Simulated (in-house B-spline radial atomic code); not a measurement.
# Lu²⁰⁺: excited configurations

Aim: the energies of several excited configurations of Lu²⁰⁺ above a reference configuration, each from its own self-consistent run.

Program: in-house B-spline radial atomic code version 1. Level of theory: non-relativistic Hartree-Fock, average of configuration, point nucleus, basis-set limit. These are calculated values, not measurements, unless marked.

**1. The system**

- element: lutetium (Z = 71)
- charge: +20
- electrons: 51
- configuration: [Kr] 4d10 4f5
- Hamiltonian: non-relativistic
- nucleus: point

Outer shells as boxes (Hund's rule):

[Kr] 4d10 4f5
```
[Kr] core
4d [↑↓][↑↓][↑↓][↑↓][↑↓]
4f [↑ ][↑ ][↑ ][↑ ][↑ ][  ][  ]
```

The boxes draw the filling by Hund's rule, which heavy ions in jj coupling don't follow; these runs average over all states of the configuration.

Settings of the run:

```ini
Z = 71
electrons = 51.0
configuration = [Kr] 4d10 4f5
hamiltonian = nr
method = hf
spin_polarised = False
```

This reference run was done before. Its total energy is -13699.854615 hartree, and its levels are (the highest eight at most):

```csv
orbital,occupation,energy (eV),<r> (bohr)
2p,6,-9845.05,0.07655
3s,2,-2794.32,0.2294
3p,6,-2592.67,0.2197
3d,10,-2222.01,0.1934
4s,2,-976.77,0.4969
4p,6,-890.36,0.5015
4d,10,-733.05,0.5080
4f,5,-541.74,0.5071
```

**2. Configuration [Kr] 4d9 4f4 5s1 6f1**

Settings of the run:

```ini
Z = 71
electrons = 51.0
configuration = [Kr] 4d9 4f4 5s1 6f1
hamiltonian = nr
method = hf
spin_polarised = False
```

How far above the reference does each configuration lie (order and size, in eV)?

The runs gave:

| net move | configuration | energy above the reference (eV) | largest <r> (bohr) |
| --- | --- | --- | --- |
| 4d, 4f → 5s, 6f | [Kr] 4d9 4f4 5s1 6f1 | 620.82 | 1.85 |

**Reading.** The promotion costs 620.82 eV. 1 of them lies more than 2 % above the ionisation threshold that Koopmans' theorem gives (541.74 eV), where such states can decay by emitting an electron. Two partly filled shells share a symmetry and can mix in the average, which may lower the energy, for: 4d, 4f → 5s, 6f. These are averages over configurations, without correlation, not spectroscopic levels.
